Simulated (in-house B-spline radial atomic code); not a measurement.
**Tc⁴⁺: ionisation energy by several methods**

Aim: the ionisation energy of Tc⁴⁺ by several methods, each as the difference of two self-consistent energies (Tc⁴⁺ and the next ion, [Kr] 4d2).

Program: in-house B-spline radial atomic code version 1. Level of theory: non-relativistic, several functionals, spin-polarised; spherical all-electron atom at the radial basis limit. These are calculated values, not measurements, unless marked.

### Step 1. The atom as given

| Quantity | Value |
| --- | --- |
| element | technetium (Z = 43) |
| charge | +4 |
| electrons | 39 |
| configuration | [Kr] 4d3 |
| nucleus | point |

The outer shells:

[Kr] 4d3
```
[Kr] core
4d [↑ ][↑ ][↑ ][  ][  ]
```

Where spins are not typed, each open shell is filled with up spins first.

### Step 2. PBE

Settings of the run:

```ini
Z = 43
electrons = 39.0
configuration = [Kr] 4d3
hamiltonian = nr
method = pbe,pbe
spin_polarised = True
```

### Step 3. RPBE

Settings of the run:

```ini
Z = 43
electrons = 39.0
configuration = [Kr] 4d3
hamiltonian = nr
method = rpbe,pbe
spin_polarised = True
```

### Step 4. BP86

Settings of the run:

```ini
Z = 43
electrons = 39.0
configuration = [Kr] 4d3
hamiltonian = nr
method = b88,p86
spin_polarised = True
```

### Step 5. LDA (PW92)

Settings of the run:

```ini
Z = 43
electrons = 39.0
configuration = [Kr] 4d3
hamiltonian = nr
method = lda,pw
spin_polarised = True
```

### Step 6. r2SCAN

Settings of the run:

```ini
Z = 43
electrons = 39.0
configuration = [Kr] 4d3
hamiltonian = nr
method = r2scan
spin_polarised = True
```

### Step 7. TPSS

Settings of the run:

```ini
Z = 43
electrons = 39.0
configuration = [Kr] 4d3
hamiltonian = nr
method = tpss,tpss
spin_polarised = True
```

Q: The tabulated ionisation energy is 57 ± 1.9 eV (tabulated theoretical; NIST Atomic Spectra Database). What does each method give, and which comes nearest?

**Answer**, as computed:

| method | rung | total energy (hartree) | ΔSCF (eV) | −ε highest (eV) | ΔSCF less tabulated (eV) |
| --- | --- | --- | --- | --- | --- |
| LDA (PW92) | LDA | -4198.7560 | 58.281 | 50.884 (4d up) | +1.281 |
| PBE | GGA | -4202.8857 | 58.221 | 50.831 (4d up) | +1.221 |
| RPBE | GGA | -4203.1674 | 58.190 | 50.797 (4d up) | +1.190 |
| BP86 | GGA | -4203.7439 | 58.236 | 50.842 (4d up) | +1.236 |
| r2SCAN | meta-GGA | -4203.3453 | 58.298 | 51.003 (4d up) | +1.298 |
| TPSS | meta-GGA | -4203.1680 | 58.129 | 50.753 (4d up) | +1.129 |

**Reading.** Against the tabulated ionisation energy, 57 ± 1.9 eV (tabulated theoretical; NIST Atomic Spectra Database), the best here is TPSS (+1.129 eV) and the worst r2SCAN (+1.298 eV, or 2.3 %). Mean absolute error by rung (exchange-only levels left out): LDA 1.28 eV, GGA 1.22 eV, meta-GGA 1.21 eV. The table's own uncertainty is as large as these misses, so the order means little. All methods miss on the same side by much the same amount, which points to something that they share. These runs lack relativity altogether, which can outweigh the gaps between the methods, so the nearest may be so by luck. PBE is off by +1.221 eV. These runs leave out relativity, which matters at this nuclear charge. Open shells are averaged (over orientations, and over spins where the run is restricted), while tables refer to the lowest levels. For the semilocal functionals minus the highest level recovers only 87 % of their own ΔSCF value, a mark of self-interaction.

Members of this set that are not shown: 12 used exact exchange with fractional occupations of an open shell, which is unsound here.
